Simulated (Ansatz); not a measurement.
**GaN₂H₅: small, medium and large basis sets**

Aim: see how fast density functionals converge with the basis set for GaN₂H₅.

The runs use Ansatz 0.2.0, Gaussian basis; one geometry, several basis sets.

Plan: PBE0-D4/def2-SVP; ωB97M-V/def2-SVP; PBE0-D4/def2-QZVPP; ωB97M-V/def2-QZVPP; the functionals' def2-TZVPP values are taken from earlier runs.

## (1) Structure used throughout

An earlier PBE0-D4/def2-TZVP relaxation fixed the geometry.

SMILES `[NH2][GaH][NH2]`, 8 atoms, charge 0, spin multiplicity 1.

Atoms are counted from 1 here; the program's logs count them from 0.

Bond lengths: N1–Ga2 1.816 Å, N1–H4 1.005 Å, N1–H5 1.005 Å, Ga2–N3 1.816 Å, Ga2–H6 1.553 Å, N3–H7 1.004 Å, N3–H8 1.005 Å. Angles: Ga2–N1–H4 124.7°, Ga2–N1–H5 123.2°, H4–N1–H5 111.9°, N1–Ga2–N3 117.1°, N1–Ga2–H6 121.4°, N3–Ga2–H6 121.4°, Ga2–N3–H7 123.2°, Ga2–N3–H8 124.7°, H7–N3–H8 112.0°.

## (2) PBE0-D4 in def2-SVP

in.yaml

```yaml
crystal:
  periodic: [false, false, false]
  atoms:
    - {symbol: N, position_ang: [-1.049649, 0.718438, -0.930375]}
    - {symbol: Ga, position_ang: [0.193172, 0.505738, 0.376407]}
    - {symbol: N, position_ang: [0.884644, -1.158503, 0.598436]}
    - {symbol: H, position_ang: [-1.406579, -0.023964, -1.505982]}
    - {symbol: H, position_ang: [-1.523115, 1.587518, -1.102280]}
    - {symbol: H, position_ang: [0.647470, 1.696838, 1.264136]}
    - {symbol: H, position_ang: [1.604277, -1.370520, 1.266378]}
    - {symbol: H, position_ang: [0.649790, -1.955546, 0.033280]}
basis:
  gaussian: {orbitals: def2-SVP}
hamiltonian: {xc: pbe0, dispersion: d4}
output: {orbitals: {seedname: orbitals}}
```

The run is started by

```sh
$ ansatz run in.yaml --threads 2 --pin off --events-out ev --progress --plain --max-ram 22528MiB --backend cpu
```

Further steps of the session: ωB97M-V in def2-SVP; PBE0-D4 in def2-QZVPP; ωB97M-V in def2-QZVPP.

Q: Predict the results of all the runs planned. Wanted: PBE0-D4: double and triple zeta above quadruple; ωB97M-V: double and triple zeta above quadruple.

**Answer**, as computed:

```
                                       quantity           value
PBE0-D4: double and triple zeta above quadruple  11.94, 1.41 eV
ωB97M-V: double and triple zeta above quadruple  12.02, 1.37 eV
```

For PBE0-D4 the step from double to triple zeta gains 10.53 eV and the next only 1.41 eV. Total energies overstate the basis error of differences, where much of it tends to cancel. The LUMO of ωB97M-V is positive and keeps falling with the basis (2.33 to 1.48 eV): an unbound level that the basis holds in place.
